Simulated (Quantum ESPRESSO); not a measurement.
# Si2N: zone-centre phonons under several settings

```
Si N
1.0
    -2.04556    2.04556    2.39837
     2.04556   -2.04556    2.39837
     2.04556    2.04556   -2.39837
Si N
2 1
Direct
  0.75000 0.25000 0.50000
  0.25000 0.75000 0.50000
  0.00000 0.00000 0.00000
```

The cell was built by a generator and needn't be a form met in nature.

All runs used Quantum ESPRESSO 7.5; k mesh 4 × 4 × 4, shifted; given cell, atoms relaxed; no spin polarisation; occupations fermi-dirac, width 0.05 eV.

```csv
level,potentials,cutoff (eV),pressure (GPa),lowest optical mode without the field (cm⁻¹),highest optical mode without the field (cm⁻¹)
PBE,GBRV 1.5 PBE,612,-1.7,651i,425
PBE,JTH 2.0 PBE,707,-1.7,655i,425
PBE,SSSP 1.3 efficiency PBE,816,-1.7,650i,426
PBE,PseudoDojo 0.4.1 SR PBE standard,1143,-1.5,648i,426
PBE,PseudoDojo 0.4 SR PBE stringent,1143,-1.5,648i,426
PBE,SG15 PBE 1.2,1197,-1.5,638i,429
PBE,SPMS 1.0 PBE,1197,?,?,?
```

Question: What stands in the row left open?

Answer: Pressure -1.5 GPa; lowest optical mode without the field 648i cm⁻¹; highest optical mode without the field 427 cm⁻¹.

Values marked i are imaginary: the cell is unstable against those modes at that level, or the meshes are too thin.

Caveats: all runs use coarse meshes; the mesh is thin for the phonons of a metal; some modes are imaginary; before the sum rule the acoustic modes lie tens of cm⁻¹ from zero, a sign that the density grid also shifts the optical modes (some runs).

For the row left open. Caveat: the k mesh is coarse (spacing up to 0.54 Å⁻¹), so the values aren't converged; the mesh is thin for the phonons of a metal; some modes are imaginary.
